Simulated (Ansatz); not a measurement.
# C2H8O2Sn: small, medium and large basis sets

One table from this session's results is given with a row withheld; the runs are named, their logs left out.

Program: Ansatz 0.2.0, Gaussian basis. Level of theory: one geometry, several basis sets. These are calculated values, not measurements.

The runs, in order: PBE0-D4/def2-SVP; ωB97M-V/def2-SVP; PBE0-D4/def2-QZVPP; ωB97M-V/def2-QZVPP; the functionals' def2-TZVPP values are taken from earlier runs.

### Structure used throughout

All runs share one geometry, relaxed beforehand with PBE0-D4 in a triple-zeta def2 set. Sn takes the def2 core potential; no spin-orbit term is included.

SMILES `[CH3][Sn]([CH3])([OH])[OH]`, 13 atoms, charge 0, spin multiplicity 1.

Atoms are counted from 1 here; the program's logs count them from 0.

Bond lengths: C1–Sn2 2.124 Å, C1–H6 1.090 Å, C1–H7 1.090 Å, C1–H8 1.090 Å, Sn2–C3 2.124 Å, Sn2–O4 1.973 Å, Sn2–O5 1.972 Å, C3–H9 1.090 Å, C3–H10 1.090 Å, C3–H11 1.090 Å, O4–H12 0.960 Å, O5–H13 0.960 Å. Angles: Sn2–C1–H6 110.0°, Sn2–C1–H7 108.8°, Sn2–C1–H8 110.1°, H6–C1–H7 109.0°, H6–C1–H8 109.4°, H7–C1–H8 109.6°, C1–Sn2–C3 120.8°, C1–Sn2–O4 111.5°, C1–Sn2–O5 103.0°, C3–Sn2–O4 103.0°, C3–Sn2–O5 111.4°, O4–Sn2–O5 106.4°, Sn2–C3–H9 110.1°, Sn2–C3–H10 108.8°, Sn2–C3–H11 110.0°, H9–C3–H10 109.6°, H9–C3–H11 109.4°, H10–C3–H11 109.0° and more.

Set-up of the first run:

Contents of in.yaml:

```yaml
crystal:
  periodic: [false, false, false]
  atoms:
    - {symbol: C, position_ang: [-1.939147, 0.489135, 0.101777]}
    - {symbol: Sn, position_ang: [0.104914, 0.028514, -0.245453]}
    - {symbol: C, position_ang: [1.344624, -0.674533, 1.329287]}
    - {symbol: O, position_ang: [0.305695, -1.365426, -1.626533]}
    - {symbol: O, position_ang: [0.810077, 1.695606, -1.029159]}
    - {symbol: H, position_ang: [-2.032814, 1.141652, 0.970038]}
    - {symbol: H, position_ang: [-2.335806, 1.004262, -0.773067]}
    - {symbol: H, position_ang: [-2.505741, -0.425718, 0.274600]}
    - {symbol: H, position_ang: [1.543558, 0.129431, 2.037634]}
    - {symbol: H, position_ang: [2.284333, -1.027322, 0.904577]}
    - {symbol: H, position_ang: [0.857790, -1.500670, 1.847715]}
    - {symbol: H, position_ang: [-0.137306, -1.153688, -2.451077]}
    - {symbol: H, position_ang: [1.720021, 1.623955, -1.325439]}
basis:
  gaussian: {orbitals: def2-SVP}
hamiltonian: {xc: pbe0, dispersion: d4}
output: {orbitals: {seedname: orbitals}}
```

Started as:

```console
ansatz run in.yaml --threads 4 --pin off --events-out ev --progress --plain --max-ram 11315MiB
```

Among the steps run: PBE0-D4 in def2-SVP; ωB97M-V in def2-SVP; PBE0-D4 in def2-QZVPP; ωB97M-V in def2-QZVPP.

One of the session's tables, all rows but one given; the rest of the session is left out.

It belongs to the step «Functionals by basis». 

```
functional       basis  HOMO (eV)  LUMO (eV)
   PBE0-D4    def2-SVP      -7.72       0.34
   PBE0-D4  def2-TZVPP      -7.94      -0.10
   PBE0-D4  def2-QZVPP      -7.98      -0.37
   ωB97M-V    def2-SVP          ?          ?
   ωB97M-V  def2-TZVPP     -10.22       1.54
   ωB97M-V  def2-QZVPP     -10.24       0.99
```

Estimate the missing values for ωB97M-V, def2-SVP.

The run gave: HOMO (eV): -10.04; LUMO (eV): 2.15. In the column «HOMO (eV)» it lies between ωB97M-V, def2-TZVPP (-10.22) and PBE0-D4, def2-QZVPP (-7.98).
